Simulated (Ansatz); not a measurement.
# CoW3 (Pm-3m) in Ansatz: notebook

The runs below take CoW3 through single point, equation of state, with PBE.

Program: Ansatz 0.2.0. These are calculated values, not measurements. Logs are shortened: lines on timing, memory, paths and dates and some standing lists are left out, and cuts for length are marked.

## Step 1: Starting point

Symmetry: Pm-3m, No. 221, cubic system. Conventional cell: a = 3.907 Å, b = 3.907 Å, c = 3.907 Å, α = 90.00°, β = 90.00°, γ = 90.00°. Around W (site symmetry 4/mmm) lie 8 W at 2.76 Å and 4 Co at 2.76 Å. Around Co (site symmetry m-3m) lie 12 W at 2.76 Å.

The cell comes from a database or a generator and needn't be the stable form of this composition.

## Step 2: Single point, PBE, collinear spin, ferromagnetic start, 14.02 Å³/atom (volume scaled by 0.94)

File input.yaml:

```yaml
crystal:
  lattice:
    - [3.8275867615, 0.0, 0.0]
    - [0.0, 3.8275867615, 0.0]
    - [0.0, 0.0, 3.8275867615]
  atoms:
    - { symbol: W, position: [0.5, 0.5, 0.0] }
    - { symbol: W, position: [0.5, 0.0, 0.5] }
    - { symbol: W, position: [0.0, 0.5, 0.5] }
    - { symbol: Co, position: [0.0, 0.0, 0.0], spin: 2.0 }
hamiltonian:
  xc: pbe
  pseudopotentials: { kind: paw }
magnetization:
  spin_polarized: true
kpoints:
  mp_grid: { grid: [7, 7, 7] }
scf:
  occupations: { method: fermi_dirac, width: 0.05 }
output:
  forces: true
  stress: true
  eigenvalues: true
```

Potentials or basis: Ansatz PAW.

Launch:

```console
ansatz run input.yaml --threads 2 --pin off --max-ram 5632MiB --backend cpu --events-out ev --progress --plain --runs-dir out
```

What it wrote:

```text
Warning: RAYON_NUM_THREADS=2 ignored (pool sized by the plan → 2); use --threads N
Engine: ansatz 0.2.0, x86_64-unknown-linux-gnu
Pseudopotentials: kind: paw
Pseudopotential: W, paw, valence charge 14, recommended cutoff 420 eV (normal), W.paw.azcp
Pseudopotential: Co, paw, valence charge 17, recommended cutoff 420 eV (normal), Co.paw.azcp
Functional definition: PBE
  parameter kappa = 0.804
  parameter beta = 0.06672455060314922
  exchange = pbe_x(kappa = kappa, mu = beta*pi^2/3)
  correlation = pbe_c(beta = beta)
Crystal: 4 atoms, lattice volume = 56.076 Å³
Basis set: ecut = 420 eV, 1045 PW (Γ), exchange–correlation on 54×54×54 points (8 copies of the dense FFT grid, shifted against one another)
Bands: 37, of which v1, the nominal top of the filled ones, is band 30 counted from 1 (29 counted from 0)
Symmetry: 48 space group operations
Space group: Pm-3m (ITA 221), of the structure as read, at distance tolerance 3.8e-5 Å
Magnetic group: BNS 221.92 (UNI 1594), of the structure as read, at distance tolerance 3.8e-5 Å
k-points: 20 of 343
Non-local potential: W, projectors of the file, l = 0: 3, l = 1: 2, l = 2: 2, l = 3: 1
Non-local potential: Co, projectors of the file, l = 0: 3, l = 1: 2, l = 2: 3, l = 3: 1
PAW form: soft (Blöchl's): semilocal exchange-correlation on the pseudo side does not see the compensation charge
PAW one-centre angular grid: W, 590 points (default); XC on 64 Gauss nodes
PAW one-centre angular grid: Co, 590 points (default); XC on 64 Gauss nodes
Initial density: superposition of atomic densities (chi_scale 0.1, normalization cell)
Starting moments: Σ|m| = 2 μB on 1 of 4 sites
Initial wavefunctions: pseudopotential atomic-orbital guess
Functional: x = pbe(κ = 0.804, μ = 0.2195149727645171), c = pbe(β = 0.06672455060314922)
SCF iter   1: F=—  HF=-36279.886439 eV  |F-HF|=—  |Δ(HF+E_count)|=         —  Δρ=1.05e-1 (↑1.05e-1 ↓4.38e-2)  dr2=2.84e0  dr2_m=2.31e0  M=0.695 μB ∫|m|=0.956 μB  β_m=0.30  ethr=3.10e-3  ⟨swp⟩=5.5  Hψ=4949  notcnv=0
Mixer restart at iter 1: flushing history
preconditioner: auto → Kerker (q_TF=auto, 2.752 Å⁻¹)  [metal: Δε(μ)=0.008 eV  Ē_g=5.485 eV  σ=0.050 eV  W_gap=0.04  n_scr=18 (ndim 8)  ℏωp=25.8 eV  f_vac=0.000  D(μ)=4.92/eV (n_scr^D=56)]
spin=Collinear: Kerker preconditioning applied to the charge; magnetization (m = ρ↑ − ρ↓) channel mixes plain (no charge-response kernel on spin).
SCF iter   2: F=—  HF=-36278.803803 eV  |F-HF|=—  |Δ(HF+E_count)|=    1.08e0  Δρ=6.56e-2 (↑5.79e-2 ↓6.56e-2)  dr2=1.04e0  dr2_m=1.72e0  M=0.510 μB ∫|m|=0.783 μB  β_m=0.56  ethr=3.10e-3  ⟨swp⟩=2.0  Hψ=2418  notcnv=0  defer=41
SCF iter   3: F=—  HF=-36279.250492 eV  |F-HF|=—  |Δ(HF+E_count)|=   4.47e-1  Δρ=4.91e-2 (↑3.84e-2 ↓4.91e-2)  dr2=5.19e-1  dr2_m=9.06e-1  M=0.273 μB ∫|m|=0.508 μB  β_m=0.78  ethr=1.77e-3  ⟨swp⟩=2.1  Hψ=2200  notcnv=0  defer=41
[... 29 lines left out ...]
SCF iter  13: F=—  HF=-36279.418134 eV  |F-HF|=—  |Δ(HF+E_count)|=   1.85e-2  Δρ=1.02e-2 (↑1.02e-2 ↓9.95e-3)  dr2=3.99e-4  dr2_m=5.23e-2  M=0.436 μB ∫|m|=0.607 μB  β_m=0.64  ethr=7.48e-6  ⟨swp⟩=2.0  Hψ=2451  notcnv=0
SCF iter  14: F=—  HF=-36279.449514 eV  |F-HF|=—  |Δ(HF+E_count)|=   3.14e-2  Δρ=8.03e-3 (↑8.03e-3 ↓6.87e-3)  dr2=1.23e-1  dr2_m=6.19e-4  M=-0.008 μB ∫|m|=0.061 μB  β_m=0.64  ethr=6.77e-7  ⟨swp⟩=3.4  Hψ=3549  notcnv=0
SCF iter  15: F=—  HF=-36279.445395 eV  |F-HF|=—  |Δ(HF+E_count)|=   4.12e-3  Δρ=5.69e-3 (↑3.57e-3 ↓5.69e-3)  dr2=4.89e-2  dr2_m=1.11e-3  M=-0.112 μB ∫|m|=0.131 μB  β_m=0.62  ethr=6.77e-7  ⟨swp⟩=2.1  Hψ=3126  notcnv=0
SCF iter  16: F=—  HF=-36279.443511 eV  |F-HF|=—  |Δ(HF+E_count)|=   1.88e-3  Δρ=2.07e-3 (↑2.07e-3 ↓4.93e-4)  dr2=2.53e-3  dr2_m=4.02e-4  M=-0.074 μB ∫|m|=0.090 μB  β_m=0.81  ethr=6.77e-7  ⟨swp⟩=2.5  Hψ=2756  notcnv=0
SCF iter  17: F=—  HF=-36279.443806 eV  |F-HF|=—  |Δ(HF+E_count)|=   2.95e-4  Δρ=8.58e-4 (↑8.58e-4 ↓8.17e-4)  dr2=1.38e-3  dr2_m=2.97e-6  M=-0.005 μB ∫|m|=0.006 μB  β_m=0.85  ethr=6.77e-7  ⟨swp⟩=2.0  Hψ=2530  notcnv=0
SCF iter  18: F=—  HF=-36279.443740 eV  |F-HF|=—  |Δ(HF+E_count)|=   6.57e-5  Δρ=1.34e-4 (↑1.19e-4 ↓1.34e-4)  dr2=1.74e-6  dr2_m=7.96e-6  M=0.010 μB ∫|m|=0.013 μB  β_m=0.92  ethr=6.77e-7  ⟨swp⟩=1.5  Hψ=1631  notcnv=0
SCF iter  19: F=—  HF=-36279.443735 eV  |F-HF|=—  |Δ(HF+E_count)|=   5.38e-6  Δρ=6.34e-5 (↑6.34e-5 ↓1.02e-5)  dr2=1.89e-6  dr2_m=5.59e-7  M=0.003 μB ∫|m|=0.003 μB  β_m=0.96  ethr=2.95e-9  ⟨swp⟩=2.1  Hψ=2624  notcnv=0
iter 20 did not close the SCF: its close was put off for a magnetic moment that had not settled (scf_convergence_deferred on its scf_iter line)
SCF iter  20: F=-36279.443735 eV  HF=-36279.443735 eV  |F-HF|=8.87e-8  |Δ(HF+E_count)|=   3.84e-7  Δρ=1.15e-5 (↑1.15e-5 ↓2.57e-6)  dr2=9.56e-8  dr2_m=1.79e-8  M=0.001 μB ∫|m|=0.001 μB  β_m=0.98  ethr=1.69e-10  ⟨swp⟩=1.9  Hψ=4018  notcnv=0
iter 21 did not close the SCF: its close was put off for a magnetic moment that had not settled (scf_convergence_deferred on its scf_iter line)
SCF iter  21: F=-36279.443735 eV  HF=-36279.443735 eV  |F-HF|=1.71e-8  |Δ(HF+E_count)|=   8.98e-9  Δρ=5.52e-6 (↑5.52e-6 ↓9.64e-7)  dr2=2.00e-8  dr2_m=3.48e-9  M=0.000 μB ∫|m|=0.000 μB  β_m=0.96  ethr=1.62e-10  ⟨swp⟩=1.0  Hψ=3256  notcnv=0
SCF iter  22: F=-36279.443735 eV  HF=-36279.443735 eV  |F-HF|=4.23e-9  |Δ(HF+E_count)|=   2.73e-9  Δρ=1.65e-6 (↑1.65e-6 ↓1.40e-6)  dr2=4.45e-9  dr2_m=9.38e-12  M=0.000 μB ∫|m|=0.000 μB  ethr=3.40e-11  ⟨swp⟩=1.0  Hψ=3457  notcnv=0
SCF 2 converged in 22 iterations: F = -36279.443735 eV  dr2 = 4.45e-9
WARN: the starting moments were not kept: the SCF closed with an absolute magnetisation of 1.0e-5 μB, where they sum to 2 μB in size (1 site). That is at most 0.1 of that sum. Measured as dr2_m measures the in/out step, that magnetisation stands 1.9e-10 eV from none, at or under the dr2_threshold of 1.0e-7 eV: it is no larger than a step whose dr2_m would equal this threshold. The system may hold no moment; this SCF shows only that its start led to no more than that. To try another start: raise the starting moments (crystal.atoms[].spin, magnetization.per_species, magnetization.initial_magnetization, or on a non-collinear deck that types none of these the spinor_matrix: blocks that start its atoms; where the total moment is fixed, keep their sum and leave initial_magnetization as it is; typed ones take the place of any that the run laid by itself, positive ones on a crystal's lanthanoids without a Hubbard term where scf.initial_density.shell_occupations: [] is typed) or, if the notice of its spin-set hold's release reads "site moments contracting" or "site moments show no strong build", lengthen the hold (scf.mixing.spin_hold: { on: { confirm: 4 } }; for m-r²SCAN on two components see the key's manual first). Each may lead to a state that holds a moment. A second SCF, from the converged charge density, with the starting moments and any scf.initial_density.shell_occupations laid on it anew, would have followed, and was not run: the deck does not ask for one (magnetization.retry_lost_moments is false, the default). To let it run, set magnetization.retry_lost_moments: true and run the deck again, where that key's refused combinations let it; where memory then withholds it, that run's warning says so.
SCF converged after 13 iterations
Magnetization: -0.0000 μB (29.5000 up, 29.5000 down)
Absolute magnetization: 0.0000 μB (∫|ρ↑−ρ↓|, with the PAW one-centre terms)
Spin contamination: 0.0000 ħ² per cell (⟨S²⟩ above its minimum at these occupations)
Per-site moments (μB) at R_I (Å): [(1.7640477567815118e-7, 1.116436428787559), (1.7640477546333597e-7, 1.116436428787559), (1.764047756709766e-7, 1.116436428787559), (-8.819323564031098e-6, 1.116436428787559)]
Free energy (F): -36279.443735 eV
Harris-Foulkes:  -36279.443735 eV  (|F-HF|=1.01e-8)
Internal energy: -36279.411351 eV  (E = F + TS)
E sigma→0 (E₀):  -36279.427543 eV
Entropy (-TS):   -0.032384 eV (-8.096 meV/atom)
Fermi energy:    22.494881 eV
--- Per-component energies (eV) ---
  E_band       = -404.983830
  E_kinetic    = 1814.416699
  E_local      = -4813.626065  (includes V_loc(G=0)·N_el)
  E_nonlocal   = 455.341285
  E_hartree    = 1963.607843
  E_xc         = -963.203485
  E_vxc        = -926.166197  (∫ρ·V_xc dr)
  E_paw        = -27202.035766  (= ΣΔE_a)
  E_vpaw       = -862.171975  (= ΣTr[D̂ρ^β])
  E_aug_tail   = -0.000099  (compensation charges beyond the density's cutoff)
  E_ewald      = -7533.911764
  E_smearing   = -0.032384  (= −TS)
  E_closure    = 0.000000  (closes the sum)
  Σ components = -36279.443735   (vs F -36279.443735, Δ=0.00e0)
--- Forces (eV/Å), atoms counted from 1 ---
  atom   1  W     -0.00000000     0.00000000     0.00000000
  atom   2  W      0.00000000    -0.00000000     0.00000000
  atom   3  W      0.00000000     0.00000000     0.00000000
  atom   4  Co     0.00000000     0.00000000    -0.00000000
  max |Σ_I F_I| component: 3.87e-29 eV/Å
--- Stress (GPa, compression-positive) ---
       17.414754      -0.000000       0.000000
        0.000000      17.414754       0.000000
        0.000000       0.000000      17.414754
  P = ⅓ Tr σ = 17.4148 GPa (174.148 kbar)
--- Band table (eV; the first three rows and the last of 40) ---
  k-point 0 ↑: bands = ["-72.2124", "-51.0707", "-50.8610", "-50.8610", "-35.4909", "-35.4909", "-35.4909", "-15.9226", "-15.9226", "-15.9226", "-15.1315", "-15.1315", "-15.1315", "-14.6762", "-14.6762", "-14.6762", "13.1777", "15.8807", "17.2106", "17.2106", "17.7307", "17.7307", "17.7307", "21.2822", "21.2822", "21.2822", "22.8824", "22.8824", "25.5538", "25.5538", "25.5538", "25.7187", "25.7187", "25.7187", "26.9260", "26.9260", "28.6452"]
  k-point 1 ↑: bands = ["-72.2124", "-51.0616", "-50.8702", "-50.8609", "-35.4910", "-35.4909", "-35.4909", "-15.8892", "-15.8892", "-15.8705", "-15.1444", "-15.1444", "-15.1376", "-14.7483", "-14.7024", "-14.7024", "13.5018", "16.1301", "17.3015", "17.4863", "17.8672", "17.9503", "17.9503", "21.0846", "21.4038", "21.4038", "22.6379", "22.9221", "24.0665", "24.0665", "24.9544", "25.4440", "26.3349", "26.5202", "26.5202", "26.8700", "28.0635"]
  k-point 2 ↑: bands = ["-72.2124", "-51.0369", "-50.8951", "-50.8606", "-35.4909", "-35.4908", "-35.4908", "-15.8024", "-15.8024", "-15.7203", "-15.1859", "-15.1859", "-15.1508", "-14.9431", "-14.7602", "-14.7602", "14.3999", "16.7601", "17.4646", "18.2118", "18.2569", "18.5829", "18.5829", "20.5488", "21.6353", "21.6353", "21.9854", "22.6656", "22.6656", "23.0560", "23.5803", "24.8069", "25.2375", "25.7028", "25.7028", "26.2207", "27.1427"]
  k-point 19 ↓: bands = ["-72.2123", "-50.9369", "-50.9264", "-50.9264", "-35.4919", "-35.4919", "-35.4918", "-16.3181", "-15.7837", "-15.7763", "-15.7763", "-14.7734", "-14.7734", "-14.7317", "-14.7158", "-14.7158", "16.4711", "16.8298", "17.0861", "17.0861", "20.8648", "20.9068", "20.9068", "21.1656", "21.1656", "21.4381", "21.4381", "21.7782", "22.2459", "22.6164", "22.6164", "23.1942", "25.2222", "25.2222", "25.9383", "26.2538", "26.2538"]
```

Run time: 4.5 s. Hardware: 2 threads of Intel Xeon 6975P-C (Granite Rapids), shared host; peak memory 0.43 GiB.

What came out:

* Free energy: -36279.4437 eV
* Pressure: 17.4 GPa
* Band gap on the k mesh: none (metal or under the smearing width)
* Net moment: 0.00 μB per cell
* Absolute moment: 0.00 μB per cell

Caveat: the starting moments collapsed, and a magnetic state may lie lower; the starting moments weren't kept.

## Step 3: Single point, PBE, collinear spin, ferromagnetic start, 14.32 Å³/atom (volume scaled by 0.96)

Changes to input.yaml since step 2:

```diff
@@ -2,5 +2,5 @@
   lattice:
-    - [3.8275867615, 0.0, 0.0]
-    - [0.0, 3.8275867615, 0.0]
-    - [0.0, 0.0, 3.8275867615]
+    - [3.8545424859, 0.0, 0.0]
+    - [0.0, 3.8545424859, 0.0]
+    - [0.0, 0.0, 3.8545424859]
   atoms:
```

Potentials or basis: Ansatz PAW.

Launch:

```console
ansatz run input.yaml --threads 2 --pin off --max-ram 5632MiB --backend cpu --events-out ev --progress --plain --runs-dir out
```

Run time: 4.7 s. Hardware: 2 threads of Intel Xeon 6975P-C (Granite Rapids), shared host; peak memory 0.43 GiB.

The run converged. Its results:

| Property | Result |
| --- | --- |
| Free energy | -36279.5466 eV |
| Pressure | 10.3 GPa |
| Band gap on the k mesh | none (metal or under the smearing width) |
| Net moment | 0.00 μB per cell |
| Absolute moment | 0.00 μB per cell |

Caveat: the starting moments collapsed, and a magnetic state may lie lower; the starting moments weren't kept.

## Step 4: Single point, PBE, collinear spin, ferromagnetic start, 14.62 Å³/atom (volume scaled by 0.98)

Changes to input.yaml since step 3:

```diff
@@ -2,5 +2,5 @@
   lattice:
-    - [3.8545424859, 0.0, 0.0]
-    - [0.0, 3.8545424859, 0.0]
-    - [0.0, 0.0, 3.8545424859]
+    - [3.8811263776, 0.0, 0.0]
+    - [0.0, 3.8811263776, 0.0]
+    - [0.0, 0.0, 3.8811263776]
   atoms:
```

Launch:

```console
ansatz run input.yaml --threads 2 --pin off --max-ram 5632MiB --backend cpu --events-out ev --progress --plain --runs-dir out
```

Run time: 4.9 s. Hardware: 2 threads of Intel Xeon 6975P-C (Granite Rapids), shared host; peak memory 0.44 GiB.

It converged, with:

| Item | Value |
| --- | --- |
| Free energy | -36279.5995 eV |
| Pressure | 4.0 GPa |
| Band gap on the k mesh | none (metal or under the smearing width) |
| Net moment | 0.00 μB per cell |
| Absolute moment | 0.00 μB per cell |

Caveat: the starting moments collapsed, and a magnetic state may lie lower; the starting moments weren't kept.

## Step 5: Single point, PBE, collinear spin, ferromagnetic start, 14.91 Å³/atom

Changes to input.yaml since step 4:

```diff
@@ -2,5 +2,5 @@
   lattice:
-    - [3.8811263776, 0.0, 0.0]
-    - [0.0, 3.8811263776, 0.0]
-    - [0.0, 0.0, 3.8811263776]
+    - [3.907351, 0.0, 0.0]
+    - [0.0, 3.907351, 0.0]
+    - [0.0, 0.0, 3.907351]
   atoms:
```

Launch:

```console
ansatz run input.yaml --threads 2 --pin off --max-ram 5632MiB --backend cpu --events-out ev --progress --plain --runs-dir out
```

Run time: 5.1 s. Hardware: 2 threads of Intel Xeon 6975P-C (Granite Rapids), shared host; peak memory 0.44 GiB.

The run converged. Its results:

```
Free energy            : -36279.6073 eV
Pressure               : -1.8 GPa
Band gap on the k mesh : none (metal or under the smearing width)
Net moment             : 0.00 μB per cell
Absolute moment        : 0.00 μB per cell
```

Caveat: the starting moments collapsed, and a magnetic state may lie lower; the starting moments weren't kept.

## Step 6: Single point, PBE, collinear spin, ferromagnetic start, 15.21 Å³/atom (volume scaled by 1.02)

Changes to input.yaml since step 5:

```diff
@@ -2,5 +2,5 @@
   lattice:
-    - [3.907351, 0.0, 0.0]
-    - [0.0, 3.907351, 0.0]
-    - [0.0, 0.0, 3.907351]
+    - [3.9332282508, 0.0, 0.0]
+    - [0.0, 3.9332282508, 0.0]
+    - [0.0, 0.0, 3.9332282508]
   atoms:
@@ -23 +23,5 @@
   eigenvalues: true
+  write_density: true
+  write_potential: true
+  elf: true
+  volumetric_format: npy
```

Potentials or basis: Ansatz PAW.

Launch:

```console
ansatz run input.yaml --threads 2 --pin off --max-ram 5632MiB --backend cpu --events-out ev --progress --plain --runs-dir out
```

Run time: 5.8 s. Hardware: 2 threads of Intel Xeon 6975P-C (Granite Rapids), shared host; peak memory 0.45 GiB.

The run converged. Its results:

* Free energy: -36279.5748 eV
* Pressure: -6.9 GPa
* Band gap on the k mesh: none (metal or under the smearing width)
* Net moment: 0.00 μB per cell
* Absolute moment: 0.00 μB per cell

Caveat: the starting moments collapsed, and a magnetic state may lie lower; the starting moments weren't kept.

## Step 7: Single point, PBE, collinear spin, ferromagnetic start, 15.51 Å³/atom (volume scaled by 1.04)

Changes to input.yaml since step 6:

```diff
@@ -2,5 +2,5 @@
   lattice:
-    - [3.9332282508, 0.0, 0.0]
-    - [0.0, 3.9332282508, 0.0]
-    - [0.0, 0.0, 3.9332282508]
+    - [3.9587694097, 0.0, 0.0]
+    - [0.0, 3.9587694097, 0.0]
+    - [0.0, 0.0, 3.9587694097]
   atoms:
@@ -23,5 +23 @@
   eigenvalues: true
-  write_density: true
-  write_potential: true
-  elf: true
-  volumetric_format: npy
```

Launch:

```console
ansatz run input.yaml --threads 2 --pin off --max-ram 5632MiB --backend cpu --events-out ev --progress --plain --runs-dir out
```

Run time: 6.6 s. Hardware: 2 threads of Intel Xeon 6975P-C (Granite Rapids), shared host; peak memory 0.44 GiB.

The run converged. Its results:

| Property | Result |
| --- | --- |
| Free energy | -36279.5058 eV |
| Pressure | -11.5 GPa |
| Band gap on the k mesh | none (metal or under the smearing width) |
| Net moment | 0.00 μB per cell |
| Absolute moment | 0.00 μB per cell |

Caveat: the starting moments collapsed, and a magnetic state may lie lower; the starting moments weren't kept.

## Step 8: Single point, PBE, collinear spin, ferromagnetic start, 15.81 Å³/atom (volume scaled by 1.06)

Changes to input.yaml since step 7:

```diff
@@ -2,5 +2,5 @@
   lattice:
-    - [3.9587694097, 0.0, 0.0]
-    - [0.0, 3.9587694097, 0.0]
-    - [0.0, 0.0, 3.9587694097]
+    - [3.9839851813, 0.0, 0.0]
+    - [0.0, 3.9839851813, 0.0]
+    - [0.0, 0.0, 3.9839851813]
   atoms:
```

Launch:

```console
ansatz run input.yaml --threads 2 --pin off --max-ram 5632MiB --backend cpu --events-out ev --progress --plain --runs-dir out
```

It took 6 s on 2 threads of Intel Xeon 6975P-C (Granite Rapids), shared host; peak memory 0.44 GiB.

The run converged. Its results:

| Quantity | Value |
| --- | --- |
| Free energy | -36279.4040 eV |
| Pressure | -15.7 GPa |
| Band gap on the k mesh | none (metal or under the smearing width) |
| Net moment | 0.00 μB per cell |
| Absolute moment | 0.00 μB per cell |

Caveat: the starting moments collapsed, and a magnetic state may lie lower; the starting moments weren't kept.

## Step 9: Equation of state, PBE, collinear spin, ferromagnetic start

Potentials or basis: Ansatz PAW.

No new run: the results of the series are fitted here.

Results:

| Quantity | Value |
| --- | --- |
| Equilibrium volume | 14.82 Å³/atom |
| Bulk modulus | 279 GPa |
| Pressure derivative of the bulk modulus | 4.3 |

Energy against volume, from the lowest point:
| volume (Å³/atom) | energy (meV/atom) |
| --- | --- |
| 14.019 | 40.90 |
| 14.317 | 15.19 |
| 14.615 | 1.95 |
| 14.914 | 0.00 |
| 15.212 | 8.14 |
| 15.510 | 25.38 |
| 15.809 | 50.82 |

The run has no spin-orbit coupling, so splittings on W are missing.
